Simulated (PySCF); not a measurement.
**The bond of RbTe, level by level**

The task here is to estimate one member of a computed series from the others.

Program: PySCF 2.14.0. Level of theory: Rb def2-SVP with ECP28, Te def2-SVP with ECP28, scalar-relativistic core potentials. These are calculated values, not measurements.

The first run:

A driver script around PySCF takes these settings:

```
atoms                         : Rb, Te
charge                        : 0
basis                         : Rb def2-SVP with ECP28, Te def2-SVP with ECP28
Hamiltonian                   : scalar-relativistic core potentials
basis functions               : 50
electrons treated             : 33
masses in u                   : 84.9118, 129.9062
levels                        : PBE0, PBE, r²SCAN, M06, BHandHLYP, M06-2X, LC-ωPBE, HF, MP2, SCS-MP2, CCSD, CCSD(T)
grid                          : 80 radial by 434 angular points
occupations                   : held fixed by the projection of orbital angular momentum
dissociation limit            : Rb + Te, each in its ground configuration
starting distance in angstrom : 3.380
values of 2S to try           : 1, 3
```

Command:

```sh
$ OMP_NUM_THREADS=1 python dia.py task.json out
```

Steps of the session up to this table: Set-up; The PBE0 curve of the state that the search chose; Excited determinants; PBE; r²SCAN (meta-GGA); M06; BHandHLYP (global hybrid GGA); M06-2X (hybrid meta-GGA); LC-ωPBE; UHF (mean field); Adding correlation.

One of the session's tables, all rows but one given; the rest of the session is left out.

Energy (eV) from each level's lowest point:

| R (Å) | UHF | UHF-MP2 | UHF-SCS-MP2 | UHF-CCSD | UHF-CCSD(T) |
| --- | --- | --- | --- | --- | --- |
| 2.880 | 0.712 | 0.586 | 0.608 | n/a | n/a |
| 3.014 | 0.350 | 0.265 | 0.280 | 0.273 | 0.271 |
| 3.148 | ? | ? | ? | ? | ? |
| 3.248 | 0.050 | 0.023 | 0.026 | 0.025 | 0.024 |
| 3.349 | 0.007 | 0.000 | 0.000 | 0.000 | 0.000 |
| 3.450 | 0.000 | 0.009 | 0.006 | 0.007 | 0.008 |
| 3.583 | 0.030 | 0.058 | 0.051 | 0.054 | 0.054 |
| 3.751 | 0.111 | 0.157 | 0.146 | 0.151 | 0.151 |
| 3.952 | 0.245 | 0.308 | 0.294 | 0.299 | 0.298 |
| 4.220 | 0.453 | 0.532 | 0.513 | n/a | n/a |

**Question.** Estimate the row for R (Å) = 3.148.

Worked estimate for «UHF». A straight line through the neighbours (3.014, 0.350) and (3.248, 0.050) gives 0.350 + (0.050 − 0.350) × (3.148 − 3.014) / (3.248 − 3.014) = 0.178; a parabola fitted to 4 rows on both sides gives 0.131.

**Answer.** UHF: 0.137; UHF-MP2: 0.088; UHF-SCS-MP2: 0.096; UHF-CCSD: 0.093; UHF-CCSD(T): 0.091. In «UHF» the line misses by +0.041 and the parabola by -0.006.

State 2 has its PBE0 minimum 0.37 eV higher. State 3 has its PBE0 minimum 2.12 eV higher. The other levels ran on the lowest alone.
